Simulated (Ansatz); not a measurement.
# wB97X/aug-cc-pVTZ run of AlCl (aluminium monochloride)

What is the electronic atomisation energy of AlCl (aluminium monochloride) at wB97X/aug-cc-pVTZ? 

The results are computed with Ansatz 0.2.0.

34 further runs of the same task are left out: 34 set aside as unsound or not needed.

### Step 1. The molecule

The species is AlCl (2 atoms), meant as a singlet with charge 0. SMILES: `[Al][Cl]`. The bond length is the measured one.

Bond lengths: Al1–Cl2 2.130 Å.

### Step 2. The energy at wB97X/aug-cc-pVTZ

input.yaml

```yaml
crystal:
  periodic: [false, false, false]
  atoms:
    - {symbol: Al, position_ang: [0.000000, 0.000000, 0.000000]}
    - {symbol: Cl, position_ang: [0.000000, 0.000000, 2.130113]}
basis:
  gaussian:
    orbitals: aug-cc-pVTZ
hamiltonian:
  xc: {name: wB97X}
accuracy: high
output: {orbitals: {seedname: orbitals}}
```

Command:

```
$ ansatz run input.yaml --threads 1 --pin off --max-ram 3480MiB --events-out events.jsonl --progress --plain --runs-dir runs
```

The log of the run:

```text
Warning: RAYON_NUM_THREADS=1 ignored (pool sized by the plan → 1); use --threads N
Functional definition: wB97X
  name "wB97X"
  parameter omega = 0.3/bohr
  parameter cx = 0.157706
  parameter cx1 = 0.726479
  parameter cx2 = 1.04760
  parameter cx3 = -5.70635
  parameter cx4 = 13.2794
  parameter css1 = -4.33879
  parameter css2 = 18.2308
  parameter css3 = -31.7430
  parameter css4 = 17.2901
  parameter cos1 = 2.37031
  parameter cos2 = -11.3995
  parameter cos3 = 6.58405
  parameter cos4 = -3.78132
  exchange = spin_sum(e_x_unif_sr(omega)*poly(b97_u_x, 1 - cx, cx1, cx2, cx3, cx4)) + cx*exact_x_sr(omega)
      + exact_x_lr(omega)
  correlation = spin_sum(e_c_pw_same_spin*poly(b97_u_same, 1, css1, css2, css3, css4))
      + integral(e_c_pw_opposite_spin*poly(b97_u_opposite, 1, cos1, cos2, cos3, cos4))
1311 factors; integrals over basis functions are off by at most 4.0e-9 eV
417 factors; integrals over basis functions are off by at most 2.4e-9 eV
mean field evaluation 1: about -19120.5288 eV, gradient 1.6e1 eV
mean field evaluation 2: about -19121.0914 eV, gradient 1.3e1 eV
mean field evaluation 4: about -19121.4362 eV, gradient 1.0e0 eV
mean field evaluation 8: about -19121.4438 eV, gradient 2.5e-2 eV
mean field evaluation 16: about -19121.4438 eV, gradient 5.8e-6 eV
mean field -19121.44380185 eV, -702.7000987380 hartree, gradient 2.4e-8 eV, S^2 0.000000; 0 other end points of the search recorded, 0 dependent functions left out
reference -19121.44379912 eV, -702.7000986375 hartree; 15, 15 occupied and 85, 85 virtual orbitals, 1311 factors
Total energy: -19121.44379912 eV, -702.7000986375 hartree
```

Wall time 11 s (1 thread of AMD EPYC 7R13 (Zen 3), shared host); peak memory 0.38 GiB.

### Step 3. The Al atom at the same level

run.yaml

```yaml
crystal:
  periodic: [false, false, false]
  atoms:
    - {symbol: Al, position_ang: [0.000000, 0.000000, 0.000000]}
basis:
  gaussian: {orbitals: aug-cc-pVTZ}
magnetization: {spin_polarized: true, initial_magnetization: 1}
hamiltonian: {xc: {name: wB97X}}
accuracy: high
```

Command:

```
$ ansatz run run.yaml --threads 1 --pin off --max-ram 3480MiB --events-out events.jsonl --progress --plain --runs-dir runs
```

The log of the run (excerpt; [...] marks lines left out):

```text
Warning: RAYON_NUM_THREADS=1 ignored (pool sized by the plan → 1); use --threads N
[... 2 set-up lines as earlier in the session ...]
[...]
      + exact_x_lr(omega)
[...]
      + integral(e_c_pw_opposite_spin*poly(b97_u_opposite, 1, cos1, cos2, cos3, cos4))
511 factors; integrals over basis functions are off by at most 3.0e-9 eV
260 factors; integrals over basis functions are off by at most 2.0e-9 eV
[...]
mean field -6594.79790428 eV, -242.3543528676 hartree, gradient 3.0e-8 eV, S^2 0.755582; 0 other end points of the search recorded, 0 dependent functions left out
reference -6594.79790367 eV, -242.3543528453 hartree; 7, 6 occupied and 43, 44 virtual orbitals, 511 factors
Total energy: -6594.79790367 eV, -242.3543528453 hartree
```

Run time: 6.6 s. Hardware: 1 thread of AMD EPYC 7R13 (Zen 3), shared host; peak memory 0.29 GiB.

### Step 4. The Cl atom, same level

in.yaml

```yaml
crystal:
  periodic: [false, false, false]
  atoms:
    - {symbol: Cl, position_ang: [0.000000, 0.000000, 0.000000]}
basis:
  gaussian:
    orbitals: aug-cc-pVTZ
magnetization:
  spin_polarized: true
  initial_magnetization: 1
hamiltonian:
  xc: {name: wB97X}
accuracy: high
```

Run the same way, it converges to -460.15487 Eh (log not shown).

### Step 5. Summary of results

Level: wB97X/aug-cc-pVTZ.

| quantity | value |
| --- | --- |
| molecule: total energy | -702.70010 Eh |
| molecule: HOMO energy | -9.14 eV |
| molecule: LUMO energy | 0.11 eV |
| molecule: HOMO–LUMO gap | 9.25 eV |
| Al atom: total energy | -242.35435 Eh |
| Al atom: ⟨S²⟩ | 0.756 |
| Cl atom: total energy | -460.15487 Eh |
| Cl atom: ⟨S²⟩ | 0.753 |
| electronic atomisation energy | 5.194 eV |

In words: Taking the molecule apart into free atoms costs 5.19 eV (120 kcal/mol), before zero-point energy and without spin-orbit coupling.
